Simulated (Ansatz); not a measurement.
Task: a short molecular-dynamics run of C2HFSe, SMILES FC#C[SeH], with the Python package of Ansatz (0.2.0). Give the script and its output. Settings (for the species named): PBE0, def2-SVP basis, multiplicity 1, D4 dispersion.

```tsv
atom	x (Å)	y (Å)	z (Å)
F	1.4747	-1.4048	1.6522
C	0.6356	-0.8006	0.7231
C	-0.1053	-0.2877	-0.1189
Se	-1.1159	0.5202	-1.4100
H	-0.8392	1.8992	-0.8879
```

Script `c2hfse.py`:
```python
'''A short Born-Oppenheimer trajectory of C2HFSe.'''

import ansatz as az
import numpy as np

geometry_ang = [
    ('F', (1.4747, -1.4048, 1.6522)),
    ('C', (0.6356, -0.8006, 0.7231)),
    ('C', (-0.1053, -0.2877, -0.1189)),
    ('Se', (-1.1159, 0.5202, -1.41)),
    ('H', (-0.8392, 1.8992, -0.8879)),
]
molecule = az.Crystal.molecule()
for symbol, xyz in geometry_ang:
    molecule = molecule.atom(symbol, xyz)

model = (
    molecule.calculation()
    .basis(gaussian='def2-SVP')
    .functional('pbe0', dispersion='d4')
)
symbols = [site.symbol for site in molecule.cartesian_sites]
start = np.array([site.position_ang for site in molecule.cartesian_sites], dtype=float)
summary = model.relax(force_tolerance=0.02, max_steps=100).run(threads=1).report
end = np.array(summary['positions_ang'])
minimum = az.Crystal.molecule()
for symbol, place in zip(symbols, end):
    minimum = minimum.atom(symbol, place.tolist())

# dynamics from the relaxed geometry
model = (
    minimum.calculation()
    .basis(gaussian='def2-SVP')
    .functional('pbe0', dispersion='d4')
    .md('nvt_nose_hoover', timestep=0.5, steps=30, temperature=500, initial_velocities='maxwell_boltzmann', seed=32, thermostat_time=20)
)
frames = []
result = model.session().plan().execute(on_event=lambda e: frames.append(e['data']) if e['event'] == 'md_step' else None)
print('t (fs)   E_pot (eV)      E_kin (eV)   T (K)   d(0-1) (A)')
for f in frames[::2]:
    xyz = np.array(f['positions_ang'])
    print(f'{f["time_fs"]:6.2f} {f["lagrangian_ev"]:14.5f} {f["e_kin_ev"]:10.5f} {f["temperature_k"]:8.1f} {np.linalg.norm(xyz[0] - xyz[1]):9.4f}')
kept = np.array([f['conserved_ev'] for f in frames])
print(f'conserved energy moves by at most {1000 * np.ptp(kept):.3f} meV')
```

```console
$ python c2hfse.py
t (fs)   E_pot (eV)      E_kin (eV)   T (K)   d(0-1) (A)
  0.00   -70129.15201    0.19389    500.0    1.2724
  1.00   -70129.14601    0.18794    484.7    1.2700
  2.00   -70129.13112    0.17322    446.7    1.2682
  3.00   -70129.11519    0.15751    406.2    1.2676
  4.00   -70129.10451    0.14707    379.3    1.2684
  5.00   -70129.09880    0.14169    365.4    1.2706
  6.00   -70129.09240    0.13579    350.2    1.2740
  7.00   -70129.07998    0.12413    320.1    1.2780
  8.00   -70129.06115    0.10628    274.1    1.2821
  9.00   -70129.04070    0.08692    224.2    1.2856
 10.00   -70129.02522    0.07256    187.1    1.2881
 11.00   -70129.01882    0.06730    173.6    1.2891
 12.00   -70129.02049    0.07029    181.3    1.2886
 13.00   -70129.02474    0.07623    196.6    1.2868
 14.00   -70129.02530    0.07897    203.6    1.2841
 15.00   -70129.01992    0.07617    196.4    1.2811
conserved energy moves by at most 0.360 meV
```

Total energies depend on the basis set; only differences at equal settings carry meaning. The trajectory is only some femtoseconds long, so its temperature is not equilibrated; where the script doesn't relax first, it starts from a rough generated geometry. The temperature counts the internal degrees of freedom alone. It ran for 90 s on 1 thread of Arm Neoverse V2, with other jobs on the host, peak memory 0.23 GiB.

(Lines on the test bed's own set-up are left out of the output.)
